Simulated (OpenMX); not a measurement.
The system is NiMoIrPdW.

```
Ni Mo Pd Ir W
1.0
     4.14670    0.00000    0.00000
    -2.07335    3.59115    0.00000
     0.00000    0.00000    5.41629
Ni Mo Pd Ir W
1 1 1 1 1
Cartesian
  0.0000 0.0000 0.1203
  2.0734 1.1970 2.4913
  0.0000 2.3941 4.0406
  0.0000 2.3941 1.3888
  2.0734 1.1970 5.4155
```

The cell was built by a generator and needn't be a form met in nature.

Base run:

* Program: OpenMX 3.8.5
* Functional: PBE
* Potentials or basis: OpenMX 2013 PBE set, Ni6.0H-s3p2d2, Mo7.0-s3p2d2, Pd7.0-s3p2d2, Ir7.0-s3p2d2f1, W7.0-s3p2d2f1, grid cutoff 500 Ry
* k mesh: 7 × 7 × 5
* Occupations: fermi-dirac, width 0.05 eV
* Spin: collinear spin, ferromagnetic start
* Starting moments: [1.0, 1.0, 0.0, 0.6, 0.0] μB

Its results: pressure 2.7 GPa; net moment 0.00 μB per cell.

Q: The run is repeated on the same cell with these changes: functional from PBE to LDA; potentials or basis from OpenMX 2013 PBE set, Ni6.0H-s3p2d2, Mo7.0-s3p2d2, Pd7.0-s3p2d2, Ir7.0-s3p2d2f1, W7.0-s3p2d2f1, grid cutoff 500 Ry to OpenMX 2013 LDA set, Ni6.0H-s3p2d2, Mo7.0-s3p2d2, Pd7.0-s3p2d2, Ir7.0-s3p2d2f1, W7.0-s3p2d2f1, grid cutoff 500 Ry. What comes out?

A: Pressure -10.6 GPa; net moment 0.00 μB per cell.

Caveats: the real-space grid is too coarse here: the forces don't sum to zero and aren't listed, and the energy moves when atoms move against the grid; the basis of atomic orbitals isn't converged, which shifts pressures, moduli and gaps.

Not every run made on this cell is shown here.
